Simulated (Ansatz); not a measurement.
**C₂H₄GaN: up Jacob's ladder to CCSD(T)**

One table from this session's results is given with a row withheld; the runs are named, their logs left out.

Computed with Ansatz 0.2.0, Gaussian basis. Level: functionals in def2-TZVPP, the program's frozen cores in correlated methods.

Levels to be run: LDA (SPW92), PBE-D4, revPBE-D4, BLYP-D4, r2SCAN-D4, B97M-V, PBE0-D4, B3LYP-D4, r2SCANh-D4, r2SCAN0-D4, HSE06-D4, BHLYP-D4, CAM-B3LYP-D4, LC-ωPBE, ωB97X-V, ωB97M-V, B2PLYP, PBE-QIDH; CCSD(T)/def2-SVP; CCSD(T)/def2-TZVPP; MP2/def2-QZVPP; extrapolation to the limit; RPA on PBE.

## The geometry

An earlier PBE0-D4 in a triple-zeta def2 set relaxation fixed the geometry.

8 atoms, charge 0, spin multiplicity 1.

Atoms are counted from 1 here; the program's logs count them from 0.

Bond lengths: N1–C2 1.361 Å, N1–H5 1.009 Å, N1–H6 1.003 Å, C2–C3 1.349 Å, C2–Ga4 2.037 Å, C3–H7 1.090 Å, C3–H8 1.096 Å. Angles: C2–N1–H5 119.9°, C2–N1–H6 119.1°, H5–N1–H6 114.9°, N1–C2–C3 124.7°, N1–C2–Ga4 137.9°, C3–C2–Ga4 97.2°, C2–C3–H7 125.6°, C2–C3–H8 120.2°, H7–C3–H8 114.2°.

The first run:

in.yaml

```yaml
crystal:
  periodic: [false, false, false]
  atoms:
    - {symbol: N, position_ang: [0.231749, 1.315206, 0.100980]}
    - {symbol: C, position_ang: [-0.180118, 0.035119, 0.308582]}
    - {symbol: C, position_ang: [0.202763, -1.025175, -0.432453]}
    - {symbol: Ga, position_ang: [-1.305165, -0.990702, 1.661288]}
    - {symbol: H, position_ang: [0.691172, 1.562077, -0.763026]}
    - {symbol: H, position_ang: [-0.263273, 2.065412, 0.545005]}
    - {symbol: H, position_ang: [0.860597, -0.987666, -1.300968]}
    - {symbol: H, position_ang: [-0.145525, -2.031471, -0.175108]}
basis:
  gaussian: {orbitals: def2-TZVPP}
hamiltonian: {xc: lda}
output: {orbitals: {seedname: orbitals}}
```

Command:

```bash
ansatz run in.yaml --threads 2 --pin off --events-out ev --progress --plain --max-ram 4352MiB
```

Among the steps run: LDA; PBE-D4 (GGA); revPBE-D4 (GGA); BLYP-D4 (GGA); r2SCAN-D4 (meta-GGA); B97M-V (meta-GGA); B3LYP-D4 (hybrid); r2SCANh-D4 (hybrid); r2SCAN0-D4 (hybrid); HSE06-D4 (hybrid); BHLYP-D4 (hybrid); CAM-B3LYP-D4 (range-separated); LC-ωPBE (range-separated); ωB97X-V (range-separated); ωB97M-V (range-separated); B2PLYP (double hybrid); PBE-QIDH (double hybrid).

One of the session's tables, all rows but one given; the rest of the session is left out.

It belongs to the step «Frontier levels by functional». 

| functional | HOMO (eV) | gap (eV) |
| --- | --- | --- |
| LDA (SPW92) | -4.99 | 2.88 |
| PBE-D4 | -4.84 | 2.95 |
| revPBE-D4 | -4.79 | 2.98 |
| BLYP-D4 | -4.74 | 2.92 |
| r2SCAN-D4 | -5.08 | 3.30 |
| B97M-V | -5.02 | 3.22 |
| PBE0-D4 | -5.86 | 4.68 |
| B3LYP-D4 | -5.72 | 4.32 |
| r2SCANh-D4 | -5.46 | 3.94 |
| r2SCAN0-D4 | ? | ? |
| HSE06-D4 | -5.46 | 3.93 |
| BHLYP-D4 | -6.79 | 6.36 |
| CAM-B3LYP-D4 | -7.13 | 6.87 |
| LC-ωPBE | -8.34 | 9.12 |
| ωB97X-V | -8.04 | 8.73 |
| ωB97M-V | -7.97 | 8.51 |

Estimate the missing values for r2SCAN0-D4.

Worked estimate for «HOMO (eV)». Against the share of exact exchange, r2SCAN-D4 (0, -5.08), r2SCANh-D4 (0.1, -5.46) give a slope of -3.80 per unit share; at 0.25 the line stands at -6.03.

The run gave: HOMO (eV): -6.02; gap (eV): 4.90. In «HOMO (eV)» the line misses by -0.01.
